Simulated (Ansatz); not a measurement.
# Al2GaN3: under pressure

One table from this session's results is given with a row withheld; the runs are named, their logs left out.

Method: DFT PBEsol, scalar-relativistic, plane waves, PAW, in Ansatz 0.2.0.

1 further run of the same task is left out (set aside as unsound or not needed).

### The starting structure

Symmetry: Cm, No. 8, monoclinic system. Conventional cell: a = 11.486 Å, b = 3.136 Å, c = 7.422 Å, α = 90.00°, β = 104.79°, γ = 90.00°. Around Al (site symmetry m) lie 4 N at 1.89 to 1.91 Å. Al (site symmetry m) is surrounded by 4 N at 1.89 to 1.90 Å. Around Al (site symmetry m) lie 4 N at 1.90 to 1.91 Å. Al (site symmetry m) is surrounded by 4 N at 1.90 Å. Ga (site symmetry m) is surrounded by 4 N at 1.93 to 1.96 Å. N (site symmetry m) has 3 Al at 1.90 Å and 1 Ga at 1.96 Å as nearest neighbours. Only part of the 12 independent sites is listed.

As a file:

```
CELL_PARAMETERS angstrom
5.74321 -1.56788 0.00091
5.74321 1.56788 0.00091
-1.89621 0.00000 7.17535
ATOMIC_POSITIONS crystal
Al 0.94421 0.94421 0.38923
Al 0.88893 0.88893 0.77670
Al 0.22314 0.22314 0.44451
Al 0.55405 0.55405 0.11303
Ga 0.27708 0.27708 0.05762
Ga 0.60965 0.60965 0.72179
N 0.14761 0.14761 0.18500
N 0.48165 0.48165 0.85245
N 0.81833 0.81833 0.51506
N 0.76440 0.76440 0.90172
N 0.09530 0.09530 0.56471
N 0.43101 0.43101 0.24298
```

It goes back to an entry of the Materials Project, which need not be the stable form.

This cell was relaxed beforehand with the same method: volume 10.77 Å³/atom, gap on the mesh 3.26 eV.

The first run:

Input file input.yaml:

```yaml
crystal:
  lattice:
    - [5.7432091045, -1.5678776039, 0.0009115866]
    - [5.7432091045, 1.5678776039, 0.0009115866]
    - [-1.8962130086, 0.0, 7.1753491483]
  atoms:
    - { symbol: Al, position: [0.944209483, 0.944209483, 0.3892317943] }
    - { symbol: Al, position: [0.8889313903, 0.8889313903, 0.7767015032] }
    - { symbol: Al, position: [0.2231418107, 0.2231418107, 0.4445132117] }
    - { symbol: Al, position: [0.5540491768, 0.5540491768, 0.1130296852] }
    - { symbol: Ga, position: [0.2770821303, 0.2770821303, 0.0576223525] }
    - { symbol: Ga, position: [0.6096504595, 0.6096504595, 0.7217877026] }
    - { symbol: "N", position: [0.1476133207, 0.1476133207, 0.185000414] }
    - { symbol: "N", position: [0.4816489577, 0.4816489577, 0.8524466906] }
    - { symbol: "N", position: [0.818330953, 0.818330953, 0.5150587637] }
    - { symbol: "N", position: [0.7644028745, 0.7644028745, 0.9017209726] }
    - { symbol: "N", position: [0.095297103, 0.095297103, 0.5647077551] }
    - { symbol: "N", position: [0.4310073405, 0.4310073405, 0.2429801445] }
basis:
  ecutwfc: 420
kpoints:
  mp_grid: { grid: [8, 8, 4] }
  band_path: { path: [VBM, CBM], npoints: 2 }
hamiltonian:
  xc: pbesol
scf:
  occupations: { method: gaussian, width: 0.02 }
output:
  forces: true
  stress: true
  eigenvalues: true
checkpoint:
  read: start.run
  write: ck
  compress: false
  write_wavefunctions: false
  write_every: 100000
```

Launch:

```sh
$ ansatz run input.yaml --threads 2 --pin off --max-ram 5120MiB --backend cpu --events-out ev --progress --plain --runs-dir out
```

Steps of the session up to this table: Seeking the band edges; -2 GPa; The gap over the whole zone at -2 GPa; Relaxing at 2 GPa; The gap over the whole zone at 2 GPa; Relaxing at 5 GPa; The gap over the whole zone at 5 GPa; Target pressure 10 GPa; Band edges over the zone at 10 GPa; 20 GPa; The gap over the whole zone at 20 GPa.

One table of the session follows, with a row left open; its other results are not shown here.

It belongs to the step «Volume, cell and gap against pressure». Lengths are those of the vectors of the cell that was run:

| P (GPa) | V (Å³/atom) | a (Å) | b (Å) | c (Å) | ΔH (eV/atom) |
| --- | --- | --- | --- | --- | --- |
| -2 | 10.88 | 5.975 | 5.975 | 7.448 | -0.135 |
| 0 | 10.77 | 5.953 | 5.953 | 7.422 | 0.000 |
| 2 | ? | ? | ? | ? | ? |
| 5 | 10.51 | 5.904 | 5.904 | 7.361 | 0.332 |
| 10 | 10.28 | 5.859 | 5.859 | 7.307 | 0.656 |
| 20 | 9.89 | 5.779 | 5.779 | 7.210 | 1.286 |

Estimate the missing values for P (GPa) = 2.

Worked estimate for «V (Å³/atom)». A straight line through the neighbours (0, 10.77) and (5, 10.51) gives 10.77 + (10.51 − 10.77) × (2 − 0) / (5 − 0) = 10.67; a parabola fitted to 4 rows on both sides gives 10.66.

The run gave: V (Å³/atom): 10.66; a (Å): 5.932; b (Å): 5.932; c (Å): 7.396; ΔH (eV/atom): 0.134. In «V (Å³/atom)» the line misses by +0.01 and the parabola by 0.00.

ΔH is E + PV over the energy at zero pressure; a, b and c are the vectors of the computed cell.

Caveats from the session: Other structures may take over in this range; these runs cannot find them.
